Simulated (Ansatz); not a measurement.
Runs of Ansatz 0.2.0 on LiSb3. The structure is cubic, space group Pm-3m (No. 221). The conventional cell has a = 4.681 Å, b = 4.681 Å, c = 4.681 Å, α = 90.00°, β = 90.00°, γ = 90.00°. Sb (site symmetry 4/mmm) is surrounded by 8 Sb at 3.31 Å and 4 Li at 3.31 Å. Around Li (site symmetry m-3m) lie 12 Sb at 3.31 Å. The cell comes from a database or a generator and needn't be the stable form of this composition.

| task | level | potentials or basis | cell | k mesh | cutoff (eV) | smearing | driver | conventional | optimizer | fmax | steps | mesh quality | gap on the mesh (eV) | pressure (GPa) |
| --- | --- | --- | --- | --- | --- | --- | --- | --- | --- | --- | --- | --- | --- | --- |
| single point | PBE | Ansatz PAW | as given | 6 × 6 × 6 | 420 | fermi-dirac 0.05 eV | - | - | - | - | - | not flagged | none | 0.3 |
| single point | LDA | SPMS NC | as given | 6 × 6 × 6 | 707 | methfessel-paxton 0.1 eV | - | - | - | - | - | not flagged | none | (a) |
| atomic charges | r2SCANh+D3(BJ) | Ansatz PAW | as given | 4 × 4 × 4 | 500 | gaussian 0.1 eV | chain | - | - | - | - | not flagged | none | - |
| density of states | LC-wPBE+D3(BJ)+ATM | Ansatz PAW | as given | 3 × 3 × 3 | 420 | methfessel-paxton 0.1 eV | chain | - | - | - | - | coarse | none | - |
| relaxation of cell and atoms | PBE | PseudoDojo stringent | relaxed | 6 × 6 × 6 | 1361 | gaussian 0.05 eV | calculator | yes | BFGS | 0.02 | 30 | not flagged | - | 0.0 |

Alike in all rows: no spin polarisation.

Task: Fill in the values left out.

Result: (a) -3.1.

Caveats: some runs use coarse meshes; pairwise dispersion overbinds metals, which lowers pressure and volume (some runs); the PAW data sets come from PBE, with cores solved anew for the run's functional, which leaves a small shift of forces and pressure (some runs); the density of states is complete only up to the lowest level of the last band computed (some runs).

A k mesh can miss the band edges, and the runs leave out spin-orbit coupling on Sb.

A gap of «none» marks a metal or a gap under the smearing width.

Not every run made on this cell is shown here.
